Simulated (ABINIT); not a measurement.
# AlSn (P-6m2) in ABINIT: convergence with smearing width

Aim: find how far smearing width must go before the results for AlSn settle, at PBE. This setting moves, with any that are tied to it; all else stays.

Program: ABINIT 10.8.3 (patched build). These are calculated values, not measurements. Logs are shortened: lines on timing, memory, paths and dates and some standing lists are left out, and cuts for length are marked. The log counts tension as positive stress, the text compression.

## 1. Starting point

The structure is hexagonal, space group P-6m2 (No. 187). The conventional cell has a = 4.198 Å, b = 4.198 Å, c = 3.307 Å, α = 90.00°, β = 90.00°, γ = 120.00°. Around Sn (site symmetry -6m2) lie 6 Al at 2.93 Å and 2 Sn at 3.31 Å. Around Al (site symmetry -6m2) lie 6 Sn at 2.93 Å and 2 Al at 3.31 Å.

The cell comes from a database or a generator and needn't be the stable form of this composition.

## 2. With smearing width 0.272 eV

Input file run.abi:

```
# Pseudopotentials
pp_dirpath "./"
pseudos "Sn.upf, Al.upf"

# Structure
acell 4.1981056157 4.1981056156 3.306847 Angstrom
rprim
     1.0000000000     0.0000000000     0.0000000000
    -0.5000000000     0.8660254038     0.0000000000
     0.0000000000     0.0000000000     1.0000000000
ntypat 2
znucl 50 13
natom 2
typat 1 2
xred
     0.3333333333     0.6666666667     0.5000000000
     0.0000000000     0.0000000000     0.0000000000

# Plane-wave basis
ecut 36.0

# k points
kptopt 1
ngkpt 7 7 8
nshiftk 1
shiftk 0.0 0.0 0.0

# Exchange and correlation
ixc 11

# Bands and occupations
nband 13
occopt 6
tsmear 0.00999582

# SCF cycle
nstep 100
tolvrs 1.0e-10

# Output
iomode 3
prtwf 0
prtden 0
prteig 0
prtebands 0
enunit 2
```

Potentials or basis: PseudoDojo NC SR PBE v0.4.1 standard.

On the command line:

```console
abinit run.abi > log 2>&1
```

run.abo:

```text
.Version 10.8.3 of ABINIT
 Symmetries : space group P-6 m 2 (#187); Bravais hP (primitive hexag.)
================================================================================
 Values of the parameters that define the memory need of the present run
     intxc =       0    ionmov =       0      iscf =       7    lmnmax =       6
     lnmax =       6     mgfft =      45  mpssoang =       3    mqgrid =    3001
     natom =       2  nloc_mem =       1    nspden =       1   nspinor =       1
    nsppol =       1      nsym =      12    n1xccc =    2501    ntypat =       2
    occopt =       6   xclevel =       2
       mpw =        3563          nfft =       72900          nkpt =          40
================================================================================
================================================================================

--------------------------------------------------------------------------------
------------- Echo of variables that govern the present computation ------------
--------------------------------------------------------------------------------
 -outvars: echo values of preprocessed input variables --------
            acell      7.9332698613E+00  7.9332698611E+00  6.2490351703E+00 Bohr
              amu      1.18710000E+02  2.69815390E+01
             ecut      3.60000000E+01 Hartree
           enunit           2
              ixc          11
         kptrlatt        7    0    0      0    7    0      0    0    8
          kptrlen      4.99922814E+01
            natom           2
            nband          13
            ngfft          45      45      36
             nkpt          40
            nstep         100
             nsym          12
           ntypat           2
           occopt           6
           prtden           0
        prtebands           0
           prteig           0
            prtwf           0
            rprim      1.0000000000E+00  0.0000000000E+00  0.0000000000E+00
                      -5.0000000000E-01  8.6602540380E-01  0.0000000000E+00
                       0.0000000000E+00  0.0000000000E+00  1.0000000000E+00
          spgroup         187
           tolvrs      1.00000000E-10
           tsmear      9.99582000E-03 Hartree
            typat      1  2
           xangst     -1.7657302873E-10  2.4237774074E+00  1.6534235000E+00
                      -2.0990576423E-10  1.2118914949E-10  0.0000000000E+00
            xcart     -3.3367466552E-10  4.5802754902E+00  3.1245175851E+00
                      -3.9666440665E-10  2.2901430196E-10  0.0000000000E+00
             xred      3.3333333330E-01  6.6666666670E-01  5.0000000000E-01
                      -3.3333410106E-11  3.3333410106E-11  0.0000000000E+00
            znucl       50.00000   13.00000

================================================================================

 chkinp: Checking input parameters for consistency.

================================================================================
== DATASET  1 ==================================================================

--- !DatasetInfo
iteration_state: {dtset: 1, }
dimensions: {natom: 2, nkpt: 40, mband: 13, nsppol: 1, nspinor: 1, nspden: 1, mpw: 3563, }
cutoff_energies: {ecut:  36.0, pawecutdg:  -1.0, }
electrons: {nelect:   1.70000000E+01, charge:   0.00000000E+00, occopt:   6.00000000E+00, tsmear:   9.99582000E-03, }
meta: {optdriver: 0, ionmov: 0, optcell: 0, iscf: 7, paral_kgb: 0, }
...

 Exchange-correlation functional for the present dataset will be:
  GGA: Perdew-Burke-Ernzerhof functional - ixc=11
  J.P.Perdew, K.Burke, M.Ernzerhof, PRL 77, 3865 (1996)

 Real(R)+Recip(G) space primitive vectors, cartesian coordinates (Bohr,Bohr^-1):
 R(1)=  7.9332699  0.0000000  0.0000000  G(1)=  0.1260514  0.0727758  0.0000000
 R(2)= -3.9666349  6.8704132  0.0000000  G(2)=  0.0000000  0.1455517  0.0000000
 R(3)=  0.0000000  0.0000000  6.2490352  G(3)=  0.0000000  0.0000000  0.1600247
 Unit cell volume ucvol=  3.4060268E+02 bohr^3
 Angles (23,13,12)=  9.00000000E+01  9.00000000E+01  1.20000000E+02 degrees

 getcut: wavevector=  0.0000  0.0000  0.0000  ngfft=  45  45  36
         ecut(hartree)=     36.000   => boxcut(ratio)=   2.05345
[... 51 lines left out ...]
etotal    :  -8.11106614E+01
entropy   :   0.00000000E+00
fermie    :   1.88316996E-01
cartesian_stress_tensor: # hartree/bohr^3
- [ -6.13939589E-06,  -7.39427646E-14,   0.00000000E+00, ]
- [ -7.39427646E-14,  -6.13939582E-06,   0.00000000E+00, ]
- [  0.00000000E+00,   0.00000000E+00,  -8.79650264E-06, ]
pressure_GPa:   2.0669E-01
xred      :
- [  3.3333E-01,   6.6667E-01,   5.0000E-01, Sn]
- [ -3.3333E-11,   3.3333E-11,   0.0000E+00, Al]
cartesian_forces: # hartree/bohr
- [  1.73609124E-26,  -1.00429234E-26,  -0.00000000E+00, ]
- [ -1.73609124E-26,   1.00429234E-26,  -0.00000000E+00, ]
force_length_stats: {min:   2.00564601E-26, max:   2.00564601E-26, mean:   2.00564601E-26, }
...

 Integrated electronic density in atomic spheres:
 ------------------------------------------------
 Atom  Sphere_radius  Integrated_density
    1        2.00000         10.56947777
    2        2.00000          0.83940262
================================================================================

 ----iterations are completed or convergence reached----

 Mean square residual over all n,k,spin=   48.605E-09; max=  13.635E-06
 reduced coordinates (array xred) for    2 atoms
       0.333333333300      0.666666666700      0.500000000000
      -0.000000000033      0.000000000033      0.000000000000
 rms dE/dt=  1.5919E-25; max dE/dt=  2.7573E-25; dE/dt below (all hartree)
    1      -0.000000000000      0.000000000000      0.000000000000
    2      -0.000000000000      0.000000000000      0.000000000000

 cartesian coordinates (angstrom) at end:
    1     -0.00000000017657     2.42377740741788     1.65342350000000
    2     -0.00000000020991     0.00000000012119     0.00000000000000

 cartesian forces (hartree/bohr) at end:
    1      0.00000000000000    -0.00000000000000    -0.00000000000000
    2     -0.00000000000000     0.00000000000000    -0.00000000000000
 frms,max,avg= 1.1579603E-26 1.7360912E-26   0.000E+00  0.000E+00  0.000E+00 h/b

 cartesian forces (eV/Angstrom) at end:
    1      0.00000000000000    -0.00000000000000    -0.00000000000000
    2     -0.00000000000000     0.00000000000000    -0.00000000000000
 frms,max,avg= 5.9544711E-25 8.9273401E-25   0.000E+00  0.000E+00  0.000E+00 e/A
 length scales=  7.933269861308  7.933269861119  6.249035170280 bohr
              =  4.198105615700  4.198105615600  3.306847000000 angstroms
 Fermi (or HOMO) energy (hartree) =   0.18832   Average Vxc (hartree)=  -0.35259
 Eigenvalues (hartree) for nkpt=  40  k points:
 kpt#   1, nband= 13, wtk=  0.00255, kpt=  0.0000  0.0000  0.0000 (reduced coord)
  -0.59813   -0.59463   -0.59463   -0.59363   -0.59363   -0.19593    0.18015    0.18015
   0.21378    0.28427    0.30294    0.30294    0.37893
      occupation numbers for kpt#   1
   2.00000    2.00000    2.00000    2.00000    2.00000    2.00000    1.98874    1.98874
  -0.00187    0.00000    0.00000    0.00000    0.00000
 prteigrs : prtvol=0 or 1, do not print more k-points.

 Fermi (or HOMO) energy (eV) =   5.12437   Average Vxc (eV)=  -9.59443
 Eigenvalues (   eV  ) for nkpt=  40  k points:
 kpt#   1, nband= 13, wtk=  0.00255, kpt=  0.0000  0.0000  0.0000 (reduced coord)
 -16.27602  -16.18076  -16.18076  -16.15339  -16.15339   -5.33153    4.90203    4.90203
   5.81715    7.73551    8.24340    8.24340   10.31116
 prteigrs : prtvol=0 or 1, do not print more k-points.

--- !EnergyTerms
iteration_state     : {dtset: 1, }
comment             : Components of total free energy in Hartree
kinetic             :  4.77246176446959E+01
hartree             :  2.19740314711155E+01
xc                  : -2.30861901039198E+01
Ewald energy        : -4.57657340843568E+01
psp_core            :  1.83336867584299E+00
local_psp           : -6.18655502468108E+01
non_local_psp       : -2.19253523439662E+01
internal            : -8.11108089873993E+01
'-kT*entropy'       :  1.47613542968689E-04
total_energy        : -8.11106613738564E+01
total_energy_eV     : -2.20713353531098E+03
band_energy         : -5.72710790788104E+00
...

 Cartesian components of stress tensor (hartree/bohr^3)
  sigma(1 1)= -6.13939589E-06  sigma(3 2)=  0.00000000E+00
  sigma(2 2)= -6.13939582E-06  sigma(3 1)=  0.00000000E+00
  sigma(3 3)= -8.79650264E-06  sigma(2 1)= -7.39427646E-14

-Cartesian components of stress tensor (GPa)         [Pressure=  2.0669E-01 GPa]
- sigma(1 1)= -1.80627263E-01  sigma(3 2)=  0.00000000E+00
- sigma(2 2)= -1.80627261E-01  sigma(3 1)=  0.00000000E+00
- sigma(3 3)= -2.58802043E-01  sigma(2 1)= -2.17547124E-09

== END DATASET(S) ==============================================================
================================================================================

 -outvars: echo values of variables after computation  --------
            acell      7.9332698613E+00  7.9332698611E+00  6.2490351703E+00 Bohr
           etotal     -8.1110661374E+01
            fcart      1.7360912407E-26 -1.0042923400E-26 -0.0000000000E+00
                      -1.7360912407E-26  1.0042923400E-26 -0.0000000000E+00
            rprim      1.0000000000E+00  0.0000000000E+00  0.0000000000E+00
                      -5.0000000000E-01  8.6602540380E-01  0.0000000000E+00
                       0.0000000000E+00  0.0000000000E+00  1.0000000000E+00
           strten     -6.1393958871E-06 -6.1393958242E-06 -8.7965026411E-06
                       0.0000000000E+00  0.0000000000E+00 -7.3942764625E-14
           xangst     -1.7657302873E-10  2.4237774074E+00  1.6534235000E+00
                      -2.0990576423E-10  1.2118914949E-10  0.0000000000E+00
             xred      3.3333333330E-01  6.6666666670E-01  5.0000000000E-01
                      -3.3333410106E-11  3.3333410106E-11  0.0000000000E+00
 Calculation completed.
```

It took 58 s on 1 thread of Arm Neoverse V1, shared host; peak memory 0.1 GiB.

Results:

* Free energy: -2207.1335 eV
* Pressure: 0.2 GPa
* Band gap on the k mesh: none (metal or under the smearing width)
* Valence electrons inside the program's atomic spheres: Sn 10.57; Al 0.84

## 3. With smearing width 0.2 eV

Changes to run.abi since step 2:

```diff
@@ -33,3 +33,3 @@
 occopt 6
-tsmear 0.00999582
+tsmear 0.00734986
```

Potentials or basis: PseudoDojo NC SR PBE v0.4.1 standard.

On the command line:

```console
abinit run.abi > log 2>&1
```

Run time: 58 s. Hardware: 1 thread of Arm Neoverse V1, shared host; peak memory 0.1 GiB.

It converged, with:

| Item | Value |
| --- | --- |
| Free energy | -2207.1347 eV |
| Pressure | 0.2 GPa |
| Band gap on the k mesh | none (metal or under the smearing width) |
| Valence electrons inside the program's atomic spheres | Sn 10.57; Al 0.84 |

## 4. With smearing width 0.136 eV

Changes to run.abi since step 3:

```diff
@@ -33,3 +33,3 @@
 occopt 6
-tsmear 0.00734986
+tsmear 0.00499791
```

On the command line:

```console
abinit run.abi > log 2>&1
```

Wall time 58 s (1 thread of Arm Neoverse V1, shared host); peak memory 0.1 GiB.

It converged, with:

```yaml
Free_energy: -2207.1361 eV
Pressure: 0.2 GPa
Band_gap_on_the_k_mesh: none (metal or under the smearing width)
Valence_electrons_inside_the_program's_atomic_spheres: Sn 10.57; Al 0.84
```

## 5. With smearing width 0.1 eV

Changes to run.abi since step 4:

```diff
@@ -33,3 +33,3 @@
 occopt 6
-tsmear 0.00499791
+tsmear 0.00367493
```

On the command line:

```console
abinit run.abi > log 2>&1
```

It took 58 s on 1 thread of Arm Neoverse V1, shared host; peak memory 0.1 GiB.

It converged, with:

| Property | Result |
| --- | --- |
| Free energy | -2207.1368 eV |
| Pressure | 0.2 GPa |
| Band gap on the k mesh | none (metal or under the smearing width) |
| Valence electrons inside the program's atomic spheres | Sn 10.57; Al 0.84 |

## 6. With smearing width 0.05 eV

Changes to run.abi since step 5:

```diff
@@ -33,3 +33,3 @@
 occopt 6
-tsmear 0.00367493
+tsmear 0.00183747
```

Potentials or basis: PseudoDojo NC SR PBE v0.4.1 standard.

On the command line:

```console
abinit run.abi > log 2>&1
```

Run time: 58 s. Hardware: 1 thread of Arm Neoverse V1, shared host; peak memory 0.1 GiB.

It converged, with:

| Property | Result |
| --- | --- |
| Free energy | -2207.1368 eV |
| Pressure | 0.3 GPa |
| Band gap on the k mesh | none (metal or under the smearing width) |
| Valence electrons inside the program's atomic spheres | Sn 10.57; Al 0.84 |

## 7. With smearing width 0.025 eV

Changes to run.abi since step 6:

```diff
@@ -33,3 +33,3 @@
 occopt 6
-tsmear 0.00183747
+tsmear 0.00091873
```

On the command line:

```console
abinit run.abi > log 2>&1
```

Wall time 57 s (1 thread of Arm Neoverse V1, shared host); peak memory 0.1 GiB.

It converged, with:

| Item | Value |
| --- | --- |
| Free energy | -2207.1368 eV |
| Pressure | 0.2 GPa |
| Band gap on the k mesh | none (metal or under the smearing width) |
| Valence electrons inside the program's atomic spheres | Sn 10.57; Al 0.84 |

## 8. With smearing width 0.01 eV

Changes to run.abi since step 7:

```diff
@@ -33,3 +33,3 @@
 occopt 6
-tsmear 0.00091873
+tsmear 0.00036749
```

On the command line:

```console
abinit run.abi > log 2>&1
```

Run time: 57 s. Hardware: 1 thread of Arm Neoverse V1, shared host; peak memory 0.1 GiB.

Results (log left out):

```yaml
Free_energy: -2207.1368 eV
Pressure: 0.2 GPa
Band_gap_on_the_k_mesh: none (metal or under the smearing width)
Valence_electrons_inside_the_program's_atomic_spheres: Sn 10.57; Al 0.84
```

## 9. Summary

```csv
smearing width,energy less the tightest run (meV/atom),pressure (GPa),SCF cycles,CPU time (s),peak memory (GiB)
0.272 eV,1.63,0.21,10,58,0.1
0.2 eV,1.03,0.23,10,58,0.1
0.136 eV,0.33,0.24,10,58,0.1
0.1 eV,0.01,0.24,10,58,0.1
0.05 eV,-0.02,0.25,10,58,0.1
0.025 eV,-0.02,0.25,10,57,0.1
0.01 eV,0.00,0.25,10,57,0.1
```

Against the tightest run, the energy stays within 1 meV/atom from 0.136 eV on; the pressure stays within 0.1 GPa from 0.272 eV on. Narrower smearing needs a denser k mesh, so at a fixed mesh the narrowest width isn't the most accurate. The tightest run that finished is the yardstick and may itself not be fully converged.
